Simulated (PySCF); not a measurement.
**C6H9Br: runs on many settings**

Aim: see how C6H9Br (`C=C1CC[C@@H](Br)C1`) answers to the choice of functional, basis, grid and SCF options, and what happens with inputs that are wrong on purpose.

Programs: PySCF 2.14.0, with density-fitted response routines of our own. Each step states its level of theory. These are calculated values for one molecule in the gas phase, unless marked as measured. Atoms count from 0, in the outputs and in this text.

## 1. The molecule as given

16 atoms, charge 0, multiplicity 1; geometry from: GFN2-xTB.

Bonds of the start (Å): C0–C1 1.32, C1–C2 1.51, C2–C3 1.53, C3–C4 1.52, C4–Br5 1.98, C4–C6 1.52, C6–C1 1.51, C0–H7 1.08, C0–H8 1.08, C2–H9 1.09, C2–H10 1.09, C3–H11 1.09, C3–H12 1.09, C4–H13 1.09, C6–H14 1.09, C6–H15 1.10.

## 2. NMR shieldings: PBE0/pcSseg-1

The job: settings as JSON, then the geometry in Å.

```
{"job": {"kind": "nmr", "xc": "PBE0", "basis": "pcSseg-1"}, "charge": 0, "multiplicity": 1}
C      2.208564    -0.460025     0.216451
C      0.922348    -0.211443     0.056482
C     -0.209175    -1.126613     0.448287
C     -1.448575    -0.508366    -0.200164
C     -1.139402     0.981120    -0.216075
Br    -1.478698     1.754521     1.569447
C      0.346460     1.047952    -0.540761
H      2.964469     0.250700    -0.070035
H      2.555942    -1.384657     0.643358
H     -0.314235    -1.125914     1.536587
H     -0.036292    -2.153676     0.129232
H     -2.369757    -0.745980     0.330567
H     -1.547506    -0.849881    -1.233956
H     -1.768284     1.557728    -0.893733
H      0.829765     1.947306    -0.159107
H      0.476778     1.036174    -1.627990
```

With the program's defaults for keys left out, this is: GIAO PBE0/pcSseg-1 NMR shielding, non-relativistic, gas phase.

Launch:

```bash
> OMP_NUM_THREADS=1 python probes_run.py task.json out
```

One launch serves the whole session: the jobs run in the order shown.

Standard output:

```text
coarse grid: 60664 points
cycle   1  E = -2807.2645288067  dE = -3.416e-01  |g| = 7.573e-01  |ddm| = 3.677e+00
cycle   2  E = -2807.2698314909  dE = -5.303e-03  |g| = 4.776e-01  |ddm| = 7.282e-01
cycle   3  E = -2807.3055505712  dE = -3.572e-02  |g| = 1.362e-01  |ddm| = 4.795e-01
cycle   4  E = -2807.3097935909  dE = -4.243e-03  |g| = 4.416e-02  |ddm| = 1.451e-01
cycle   5  E = -2807.3101742661  dE = -3.807e-04  |g| = 1.388e-02  |ddm| = 4.839e-02
cycle   6  E = -2807.3102238413  dE = -4.958e-05  |g| = 1.812e-03  |ddm| = 1.606e-02
cycle   7  E = -2807.3102243290  dE = -4.877e-07  |g| = 9.254e-04  |ddm| = 2.257e-03
final grid: 128672 points
cycle   8  E = -2807.3102308310  dE =  2.248e-07  |g| = 1.424e-03  |ddm| = 2.970e-03
cycle   9  E = -2807.3102301826  dE =  6.484e-07  |g| = 2.178e-03  |ddm| = 3.135e-03
cycle  10  E = -2807.3102313224  dE = -1.140e-06  |g| = 8.582e-05  |ddm| = 1.853e-03
cycle  11  E = -2807.3102313241  dE = -1.742e-09  |g| = 1.681e-05  |ddm| = 9.752e-05
cycle  12  E = -2807.3102313242  dE = -6.185e-11  |g| = 6.956e-06  |ddm| = 2.123e-05
converged SCF energy = -2807.3102313242

GIAO shielding tensors (ppm)
atom      isotropic    diamagn.    paramagn.     s11        s22        s33       span
  0 C       72.128     249.681    -177.552    -41.276     95.591    162.069    203.344
  1 C       29.128     260.221    -231.093    -84.413     42.961    128.836    213.249
  2 C      153.201     244.809     -91.609    128.565    153.530    177.506     48.941
  3 C      145.092     246.766    -101.674    124.877    141.815    168.584     43.707
  4 C      119.543     246.991    -127.448     94.289    123.400    140.942     46.653
  5 Br    2123.704    3122.962    -999.258   1348.749   2020.897   3001.466   1652.717
  6 C      137.678     245.227    -107.548    118.196    135.676    159.163     40.967
  7 H       26.249      29.863      -3.614     22.725     24.610     31.412      8.687
  8 H       26.204      29.812      -3.607     22.695     24.573     31.346      8.651
  9 H       28.521      28.824      -0.303     24.651     27.773     33.138      8.487
 10 H       29.182      29.562      -0.380     24.460     27.649     35.437     10.978
 11 H       29.539      29.336       0.203     24.847     28.137     35.633     10.786
 12 H       29.649      29.807      -0.159     24.727     27.222     36.997     12.270
 13 H       27.076      29.932      -2.855     21.218     26.128     33.883     12.665
 14 H       28.775      29.870      -1.095     24.254     28.776     33.295      9.041
 15 H       28.747      29.631      -0.884     23.883     26.971     35.387     11.504
```

It took 15 s on 1 thread of AMD EPYC 9R45, shared host; peak memory 0.85 GiB.

Shifts follow as δ = σ(reference) − σ, with reference shieldings (ppm) from runs at the same level and on the same kind of geometry: ¹H TMS 31.72, ¹³C TMS 186.9, ⁷⁹Br HBr 2622. The references are single molecules in the gas phase.

| atoms | environment | σ (ppm) | δ (ppm) | δ scaled to CDCl3 |
| --- | --- | --- | --- | --- |
| C1 | fully substituted alkene carbon | 29.1 | 157.8 | 152.1 |
| C0 | terminal =CH2 carbon | 72.1 | 114.8 | 110.1 |
| C4 | sp3 CH bonded to Br | 119.5 | 67.4 | 49.0 |
| C6 | allylic sp3 CH2 | 137.7 | 49.2 | 46.1 |
| C3 | sp3 CH2 in a ring | 145.1 | 41.8 | 38.9 |
| C2 | allylic sp3 CH2 | 153.2 | 33.7 | 31.0 |
| H8 | hydrogen on a terminal =CH2 carbon | 26.20 | 5.51 | 5.30 |
| H7 | hydrogen on a terminal =CH2 carbon | 26.25 | 5.47 | 5.26 |
| H13 | hydrogen on an sp3 CH bonded to Br | 27.08 | 4.64 | 4.48 |
| H9 | hydrogen on an allylic sp3 CH2 | 28.52 | 3.20 | 3.12 |
| H15 | hydrogen on an allylic sp3 CH2 | 28.75 | 2.97 | 2.91 |
| H14 | hydrogen on an allylic sp3 CH2 | 28.78 | 2.94 | 2.88 |
| H10 | hydrogen on an allylic sp3 CH2 | 29.18 | 2.54 | 2.50 |
| H11 | hydrogen on an sp3 CH2 in a ring | 29.54 | 2.18 | 2.16 |
| H12 | hydrogen on an sp3 CH2 in a ring | 29.65 | 2.07 | 2.06 |
| Br5 | bromine bonded to C | 2124 | 498 | – |

The scaled column applies a straight-line fit of computed shieldings to shifts measured in CDCl3, with any fitted terms for Cl, Br or S neighbours (root-mean-square error 0.16 ppm for H, 1.9 ppm for C).

Charges from the same density, by scheme (e):

| atoms | Mulliken | IAO | Hirshfeld | ESP fit |
| --- | --- | --- | --- | --- |
| C0 | -0.05 | -0.35 | -0.12 | -0.65 |
| C1 | -0.44 | 0.02 | 0.01 | 0.24 |
| C2 | -0.10 | -0.28 | -0.08 | -0.16 |
| C3 | -0.14 | -0.26 | -0.08 | -0.15 |
| C4 | -0.31 | -0.12 | 0.01 | -0.30 |
| Br5 | -0.14 | -0.11 | -0.06 | -0.10 |
| C6 | -0.02 | -0.28 | -0.08 | -0.14 |

Mayer bond orders: C0–C1 2.04, C1–C2 1.00, C2–C3 1.02, C3–C4 0.98, C4–Br5 0.99, C4–C6 0.97, C6–C1 0.98.

Ring of atoms C1, C2, C3, C4, C6: NICS(0) -2.4, NICS(1) -3.7, NICS(1)zz -5.6 ppm (means of both faces). The ring holds saturated atoms, so no π current runs round it: these values come from its σ bonds, any local π bonds and neighbouring rings, and say nothing of aromaticity.

## 3. Excited states and response: PBE0/def2-SVPD

Settings changed since step 2:

```diff
@@ -1,2 +1,2 @@
-{"job": {"kind": "nmr", "xc": "PBE0", "basis": "pcSseg-1"}, "charge": 0, "multiplicity": 1}
+{"job": {"kind": "uv", "xc": "PBE0", "basis": "def2-SVPD", "nstates": 6, "ntriplets": 2}, "charge": 0, "multiplicity": 1}
 C      2.208564    -0.460025     0.216451
```

Level: TDDFT PBE0/def2-SVPD, vertical, gas phase, core orbitals frozen in the response.

Standard output:

```text
coarse grid: 60664 points
cycle   1  E = -2807.1160894152  dE = -2.616e-01  |g| = 3.652e-01  |ddm| = 6.816e+00
cycle   2  E = -2807.1159586884  dE =  1.307e-04  |g| = 3.728e-01  |ddm| = 1.679e+00
cycle   3  E = -2807.1529963854  dE = -3.704e-02  |g| = 5.368e-02  |ddm| = 8.055e-01
cycle   4  E = -2807.1534337230  dE = -4.373e-04  |g| = 3.161e-02  |ddm| = 1.388e-01
cycle   5  E = -2807.1536785333  dE = -2.448e-04  |g| = 8.079e-03  |ddm| = 7.818e-02
cycle   6  E = -2807.1536940796  dE = -1.555e-05  |g| = 2.547e-03  |ddm| = 2.543e-02
cycle   7  E = -2807.1536956807  dE = -1.601e-06  |g| = 4.132e-04  |ddm| = 4.428e-03
final grid: 128672 points
cycle   8  E = -2807.1536976203  dE = -5.189e-08  |g| = 5.844e-04  |ddm| = 1.385e-02
cycle   9  E = -2807.1536975174  dE =  1.029e-07  |g| = 8.706e-04  |ddm| = 2.285e-03
cycle  10  E = -2807.1536977081  dE = -1.906e-07  |g| = 4.964e-05  |ddm| = 1.338e-03
cycle  11  E = -2807.1536977087  dE = -6.712e-10  |g| = 1.360e-05  |ddm| = 1.526e-04
converged SCF energy = -2807.1536977087

Static polarisability (au): isotropic 90.067, principal 79.507 85.069 105.625

Singlet excitations
state   eV       nm        f      main configurations
  1   5.8915    210.4   0.00249   H->L 0.71, H-1->L 0.11, H-2->L 0.10
  2   6.0363    205.4   0.00069   H-1->L 0.60, H-2->L 0.28
  3   6.1628    201.2   0.00543   H-2->L 0.48, H->L 0.22, H-1->L 0.19
  4   6.5818    188.4   0.13153   H->L+1 0.72, H->L+2 0.17
  5   6.7668    183.2   0.05312   H->L+2 0.69, H->L+3 0.10, H->L+1 0.09
  6   6.9178    179.2   0.01288   H-1->L+1 0.63, H-2->L+1 0.25

Triplet excitations (Tamm-Dancoff, eV): 4.1345 5.3614
```

Run time: 22 s. Hardware: 1 thread of AMD EPYC 9R45, shared host; peak memory 1 GiB.

The orbitals next to the gap, with their largest atomic shares:

| orbital | eV | atoms |
| --- | --- | --- |
| HOMO−3 | -9.43 | C1 19 %, C2 18 %, C0 15 % |
| HOMO−2 | -7.87 | Br5 80 %, C4 8 %, C3 5 % |
| HOMO−1 | -7.87 | Br5 81 %, C4 9 % |
| HOMO | -7.18 | C0 37 %, C1 30 %, C2 6 % |
| LUMO | -0.26 | Br5 42 %, C4 20 %, C1 6 % |
| LUMO+1 | 0.07 | C1 21 %, Br5 18 %, C0 18 % |
| LUMO+2 | 0.62 | Br5 16 %, C3 10 %, C6 9 % |

With each of the 6 states as a Gaussian band of 0.4 eV half-width at 1/e, the curve within the window shown has maxima at 187 nm (ε 7,500) L/(mol cm). Beyond the last state computed it falls off for lack of states. The curve at chosen wavelengths:

```
 nm  ε (L/mol/cm)
172          1326
174          2100
177          3625
179          4768
182          6347
184          7103
187          7540
189          7330
192          6399
194          5521
197          4102
199          3221
202          2130
204          1577
207           986
209           719
212           452
214           335
217           216
219           163
222           106
224            79
227            49
229            36
232            21
234            15
```

Further results of this job:

| property | computed |
| --- | --- |
| dipole moment (D) | 2.17 |
| polarisability (Å³) | 13.35 |
| HOMO–LUMO gap (eV) | 6.92 |
| −ε(HOMO) (eV) | 7.18 |

## 4. Shielding tensors: PBE0/3-21G

Settings changed since step 3:

```diff
@@ -1,2 +1,2 @@
-{"job": {"kind": "uv", "xc": "PBE0", "basis": "def2-SVPD", "nstates": 6, "ntriplets": 2}, "charge": 0, "multiplicity": 1}
+{"job": {"kind": "nmr", "xc": "PBE0", "basis": "3-21G", "pop": false, "scf": {"guess": "huckel", "conv": 1e-07}}, "charge": 0, "multiplicity": 1}
 C      2.208564    -0.460025     0.216451
```

Method: GIAO PBE0/3-21G NMR shielding, non-relativistic, gas phase.

Standard output:

```text
final grid: 128672 points
cycle   1  E = -2785.5153599960  dE =  4.965e+00  |g| = 4.788e+00  |ddm| = 1.058e+01
cycle   2  E = -2758.7679622101  dE =  2.675e+01  |g| = 6.541e+00  |ddm| = 3.668e+01
cycle   3  E = -2787.0437449083  dE = -2.828e+01  |g| = 3.471e+00  |ddm| = 3.756e+01
cycle   4  E = -2791.7627104965  dE = -4.719e+00  |g| = 2.068e+00  |ddm| = 1.189e+01
cycle   5  E = -2793.6647796381  dE = -1.902e+00  |g| = 1.036e+00  |ddm| = 5.960e+00
cycle   6  E = -2793.8986906357  dE = -2.339e-01  |g| = 5.012e-01  |ddm| = 1.336e+00
cycle   7  E = -2793.9440680312  dE = -4.538e-02  |g| = 2.692e-01  |ddm| = 5.690e-01
cycle   8  E = -2793.9636635670  dE = -1.960e-02  |g| = 1.434e-01  |ddm| = 3.404e-01
cycle   9  E = -2793.9692199922  dE = -5.556e-03  |g| = 5.082e-02  |ddm| = 2.041e-01
cycle  10  E = -2793.9701138439  dE = -8.939e-04  |g| = 1.162e-02  |ddm| = 9.970e-02
cycle  11  E = -2793.9701517897  dE = -3.795e-05  |g| = 2.288e-03  |ddm| = 1.905e-02
cycle  12  E = -2793.9701533554  dE = -1.566e-06  |g| = 5.836e-04  |ddm| = 4.232e-03
cycle  13  E = -2793.9701534451  dE = -8.969e-08  |g| = 1.724e-04  |ddm| = 9.589e-04
converged SCF energy = -2793.9701534451

GIAO shielding tensors (ppm)
atom      isotropic    diamagn.    paramagn.     s11        s22        s33       span
  0 C      108.478     252.678    -144.200     15.379    126.333    183.723    168.344
  1 C       75.336     244.399    -169.063    -16.965     88.825    154.149    171.114
  2 C      178.250     239.211     -60.961    155.907    179.602    199.240     43.333
  3 C      172.788     241.597     -68.810    152.716    170.665    194.982     42.266
  4 C      156.096     242.743     -86.647    134.878    162.714    170.697     35.819
  5 Br    2272.688    3108.817    -836.128   1611.983   2183.336   3022.746   1410.763
  6 C      165.708     240.065     -74.357    146.789    164.702    185.632     38.843
  7 H       27.678      30.238      -2.559     24.389     25.965     32.680      8.291
  8 H       27.663      30.174      -2.511     24.393     25.952     32.645      8.251
  9 H       30.029      28.110       1.918     25.973     28.602     35.510      9.537
 10 H       30.770      29.921       0.849     25.552     28.982     37.775     12.223
 11 H       31.281      30.990       0.291     26.151     29.489     38.204     12.053
 12 H       30.915      29.477       1.438     25.652     28.321     38.772     13.120
 13 H       29.162      31.753      -2.591     23.149     28.147     36.190     13.041
 14 H       30.452      30.072       0.379     25.417     30.002     35.936     10.520
 15 H       30.160      29.301       0.858     24.860     27.967     37.652     12.792
```

Wall time 6.1 s (1 thread of AMD EPYC 9R45, shared host); peak memory 0.69 GiB.

This run: δ C1 134.2, C0 101.0, C4 53.4, C6 43.8, H8 5.61, H7 5.59 ppm.

## 5. NMR shieldings: PW91/pcSseg-0

The job: settings as JSON, then the geometry in Å.

```
{"job": {"kind": "nmr", "xc": "PW91", "basis": "pcSseg-0", "pop": false, "scf": {"max_cycle": 60}}, "charge": 0, "multiplicity": 1}
C      4.174186    -0.869447     0.409092
C      1.743238    -0.399627     0.106751
C     -0.395341    -2.129299     0.847262
C     -2.737807    -0.960812    -0.378310
C     -2.153470     1.854317    -0.408382
Br    -2.794739     3.316045     2.966255
C      0.654809     1.980629    -1.022038
H      5.602846     0.473823    -0.132366
H      4.830730    -2.617002     1.215947
H     -0.593904    -2.127977     2.904149
H     -0.068592    -4.070448     0.244248
H     -4.478841    -1.409902     0.624772
H     -2.924786    -1.606275    -2.332177
H     -3.342057     2.944106    -1.689155
H      1.568256     3.680408    -0.300712
H      0.901110     1.958369    -3.076901
```

With the program's defaults for keys left out, this is: GIAO PW91/pcSseg-0 NMR shielding, non-relativistic, gas phase.

Standard output:

```text
final grid: 128672 points
cycle   1  E = -2802.0584197126  dE = -2.168e+00  |g| = 1.085e+00  |ddm| = 3.110e+00
cycle   2  E = -2774.2147872054  dE =  2.784e+01  |g| = 6.237e+00  |ddm| = 6.341e+00
cycle   3  E = -2785.9686329787  dE = -1.175e+01  |g| = 4.865e+00  |ddm| = 4.892e+00
cycle   4  E = -2790.8686204099  dE = -4.900e+00  |g| = 4.317e+00  |ddm| = 4.747e+00
cycle   5  E = -2791.4442859995  dE = -5.757e-01  |g| = 3.616e+00  |ddm| = 4.239e+00
cycle   6  E = -2795.3338113850  dE = -3.890e+00  |g| = 3.040e+00  |ddm| = 3.005e+00
cycle   7  E = -2797.6300790121  dE = -2.296e+00  |g| = 3.059e+00  |ddm| = 3.774e+00
cycle   8  E = -2800.2567899428  dE = -2.627e+00  |g| = 2.139e+00  |ddm| = 1.637e+00
cycle   9  E = -2800.2989938296  dE = -4.220e-02  |g| = 2.278e+00  |ddm| = 1.191e+00
cycle  10  E = -2797.1886436997  dE =  3.110e+00  |g| = 2.560e+00  |ddm| = 4.995e+00
[... 40 cycles left out ...]
cycle  51  E = -2779.5335350690  dE =  1.099e+01  |g| = 5.099e+00  |ddm| = 4.491e+00
cycle  52  E = -2774.1234830248  dE =  5.410e+00  |g| = 4.247e+00  |ddm| = 7.242e+00
cycle  53  E = -2781.2100161873  dE = -7.087e+00  |g| = 4.408e+00  |ddm| = 7.640e+00
cycle  54  E = -2793.0821583553  dE = -1.187e+01  |g| = 3.553e+00  |ddm| = 5.762e+00
cycle  55  E = -2787.1579476300  dE =  5.924e+00  |g| = 4.301e+00  |ddm| = 6.897e+00
cycle  56  E = -2796.3615726107  dE = -9.204e+00  |g| = 2.978e+00  |ddm| = 4.842e+00
cycle  57  E = -2789.0626827903  dE =  7.299e+00  |g| = 3.444e+00  |ddm| = 5.284e+00
cycle  58  E = -2795.9555099773  dE = -6.893e+00  |g| = 3.217e+00  |ddm| = 3.813e+00
cycle  59  E = -2774.4018268061  dE =  2.155e+01  |g| = 5.076e+00  |ddm| = 5.756e+00
cycle  60  E = -2778.5288313591  dE = -4.127e+00  |g| = 3.995e+00  |ddm| = 3.282e+00
SCF not converged, last energy = -2778.5288313591
```

Wall time 21 s (1 thread of AMD EPYC 9R45, shared host); peak memory 0.7 GiB.

**What went wrong.** All coordinates were scaled by 1.89, as when Å and bohr are mixed up; on that geometry the gradient is still 4.0e+00 after 60 cycles. The remedy is to restore the coordinates. Numbers printed on the way are no properties of the molecule.

## 6. Nuclear shieldings: PBE0/6-311G**

The job: settings as JSON, then the geometry in Å.

```
{"job": {"kind": "nmr", "xc": "PBE0", "basis": "6-311G**", "pop": true, "scf": {"conv": 1e-07, "aux": "def2-universal-jkfit"}}, "charge": 0, "multiplicity": 1}
C      2.208564    -0.460025     0.216451
C      0.922348    -0.211443     0.056482
C     -0.209175    -1.126613     0.448287
C     -1.448575    -0.508366    -0.200164
C     -1.139402     0.981120    -0.216075
Br    -1.478698     1.754521     1.569447
C      0.346460     1.047952    -0.540761
H      2.964469     0.250700    -0.070035
H      2.555942    -1.384657     0.643358
H     -0.314235    -1.125914     1.536587
H     -0.036292    -2.153676     0.129232
H     -2.369757    -0.745980     0.330567
H     -1.547506    -0.849881    -1.233956
H     -1.768284     1.557728    -0.893733
H      0.829765     1.947306    -0.159107
H      0.476778     1.036174    -1.627990
```

Method: GIAO PBE0/6-311G** NMR shielding, non-relativistic, gas phase.

Standard output:

```text
final grid: 128672 points
cycle   1  E = -2807.5725280821  dE = -2.682e+00  |g| = 1.841e+00  |ddm| = 3.257e+00
cycle   2  E = -2807.5816816982  dE = -9.154e-03  |g| = 7.231e-01  |ddm| = 7.329e-01
cycle   3  E = -2807.6159128117  dE = -3.423e-02  |g| = 3.450e-01  |ddm| = 5.783e-01
cycle   4  E = -2807.6326744180  dE = -1.676e-02  |g| = 5.385e-02  |ddm| = 2.479e-01
cycle   5  E = -2807.6333046098  dE = -6.302e-04  |g| = 1.735e-02  |ddm| = 4.947e-02
cycle   6  E = -2807.6333785592  dE = -7.395e-05  |g| = 2.445e-03  |ddm| = 1.864e-02
cycle   7  E = -2807.6333799707  dE = -1.411e-06  |g| = 6.789e-04  |ddm| = 2.808e-03
cycle   8  E = -2807.6333800631  dE = -9.232e-08  |g| = 1.571e-04  |ddm| = 7.624e-04
converged SCF energy = -2807.6333800631

GIAO shielding tensors (ppm)
atom      isotropic    diamagn.    paramagn.     s11        s22        s33       span
  0 C       77.647     249.455    -171.809    -33.970    101.816    165.093    199.063
  1 C       33.515     255.496    -221.981    -78.069     47.719    130.896    208.965
  2 C      156.527     242.938     -86.411    131.787    157.139    180.656     48.869
  3 C      148.689     245.212     -96.523    128.638    145.411    172.017     43.380
  4 C      122.562     244.561    -121.999     97.210    126.261    144.215     47.005
  5 Br    2130.755    3121.466    -990.711   1380.289   2022.944   2989.032   1608.744
  6 C      141.263     243.815    -102.552    121.723    139.163    162.903     41.180
  7 H       26.686      30.335      -3.648     23.211     25.157     31.691      8.480
  8 H       26.647      30.301      -3.655     23.167     25.149     31.624      8.457
  9 H       28.866      29.276      -0.410     25.133     28.136     33.327      8.194
 10 H       29.477      29.912      -0.435     24.872     28.089     35.470     10.598
 11 H       29.828      29.843      -0.015     25.241     28.507     35.736     10.495
 12 H       29.956      29.988      -0.033     24.978     27.786     37.102     12.124
 13 H       27.406      29.580      -2.173     21.738     26.478     34.003     12.265
 14 H       29.085      30.096      -1.011     24.669     29.141     33.445      8.776
 15 H       29.075      29.819      -0.743     24.202     27.502     35.522     11.321
```

Wall time 18 s (1 thread of AMD EPYC 9R45, shared host); peak memory 0.85 GiB.

In short: δ C1 156.9, C0 112.7, C4 67.8, C6 49.1, H8 5.43, H7 5.39 ppm.

## 7. Run by run: NMR shifts

Shifts (ppm) of some atoms, chosen among heavy atoms and hydrogens apart, with basis size and wall time:

| run | C1 | C0 | C4 | C6 | C3 | H13 | H12 | functions | time |
| --- | --- | --- | --- | --- | --- | --- | --- | --- | --- |
| PBE0/pcSseg-1 | 157.8 | 114.8 | 67.4 | 49.2 | 41.8 | 4.64 | 2.07 | 188 | 15 s |
| PBE0/3-21G | 134.2 | 101.0 | 53.4 | 43.8 | 36.7 | 4.11 | 2.36 | 94 | 6.1 s |
| PBE0/6-311G** | 156.9 | 112.7 | 67.8 | 49.1 | 41.7 | 4.67 | 2.13 | 206 | 18 s |

## 8. Outcome

| quantity | value |
| --- | --- |
| ¹³C shifts against TMS (PBE0/pcSseg-1) | 157.8, 114.8, 67.4, 49.2, 41.8, 33.7 ppm |
| ¹H shifts against TMS (PBE0/pcSseg-1) | 5.51, 5.47, 4.64, 3.20, 2.97, 2.94, 2.54, 2.18, 2.07 ppm |
| ⁷⁹Br shifts against HBr (PBE0/pcSseg-1) | 498 ppm |
| lowest singlet (PBE0/def2-SVPD) | 5.89 eV (210 nm), f = 0.002 |
| brightest single state of those computed | state 4, 6.58 eV, f = 0.132 |
| lowest triplet | 4.13 eV |
| range of the shift of C1 | 134.2 to 157.8 ppm |
| property runs in this session | 5, of which 1 failed and 0 gave unsound results |

**Reading.** Single values in the summary come from the first sound run of each kind (PBE0/pcSseg-1; PBE0/def2-SVPD), which need not be the best level. C4 stands next to heavy halogen, whose spin-orbit shielding this run leaves out, so the computed shift lies too far downfield, most of all for carbon beside Br or I. The most deshielded carbon is C1 (fully substituted alkene carbon), at 157.8 ppm: the olefinic region. At PBE0/pcSseg-1: The widest tensor belongs to Br5: span 1653 ppm, with a paramagnetic part of -999 ppm. The lowest singlet, at 5.89 eV, is HOMO→LUMO 0.71, HOMO−1→LUMO 0.11 and is weak; of the 6 states computed, the strongest absorption comes from state 4 at 6.58 eV. The lowest triplet lies 1.76 eV below the lowest singlet (triplets in Tamm-Dancoff, singlets in full TDDFT). The lowest singlet moves an electron between orbitals on different atoms, a charge-transfer state, which PBE0 without long-range exact exchange places too low; its energy and rank are unsure. Among the atoms with a shift in every run: Across the 3 runs the shift of C1 moves most, between 134.2 (PBE0/3-21G) and 157.8 ppm (PBE0/pcSseg-1). Spin-orbit coupling is left out, which matters for shieldings and couplings at and beside the heavy atoms.
